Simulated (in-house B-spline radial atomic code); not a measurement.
# Tl⁺: ionisation energy by several methods

The task here is to estimate one member of a computed series from the others.

The numbers are computed with in-house B-spline radial atomic code version 1 (non-relativistic, several functionals, spin-polarised, exact exchange averaged over the configuration; spherical all-electron atom at the radial basis limit), except any that are marked as measured or tabulated.

## The system

```
element       : thallium (Z = 81)
charge        : +1
electrons     : 80
configuration : [Xe] 4f14 5d10 6s2
nucleus       : point
```

The outer shells:

[Xe] 4f14 5d10 6s2
```
[Xe] core
4f [↑↓][↑↓][↑↓][↑↓][↑↓][↑↓][↑↓]
5d [↑↓][↑↓][↑↓][↑↓][↑↓]
6s [↑↓]
```

Where spins are not typed, each open shell is filled with up spins first.

The first run:

Settings, as recorded:

```ini
Z = 81
electrons = 80.0
configuration = [Xe] 4f14 5d10 6s2
hamiltonian = nr
method = r2scan0
spin_polarised = True
exact_exchange = averaged over the configuration
```

The run is started by

```
> python run_scf.py task.json out
```

task.json lists these runs, among others, and the program works through them in turn.

Steps of the session up to this table: r2SCAN0; PBE0; LC-ωPBE; B97-1; HSE06.

One of the session's tables, all rows but one given; the rest of the session is left out.

| method | ΔSCF (eV) |
| --- | --- |
| r2SCAN0 | 17.191 |
| PBE0 | 17.306 |
| B97-1 | 17.510 |
| LC-ωPBE | ? |
| HSE06 | 17.351 |

Q: Estimate the row for LC-ωPBE from the others.

The run gave: ΔSCF (eV): 17.010. In the column «ΔSCF (eV)» it is the lowest.

Caveats from the session: These runs lack relativity altogether, which can outweigh the gaps between the methods, so the nearest may be so by luck. These runs leave out relativity, which matters at this nuclear charge.
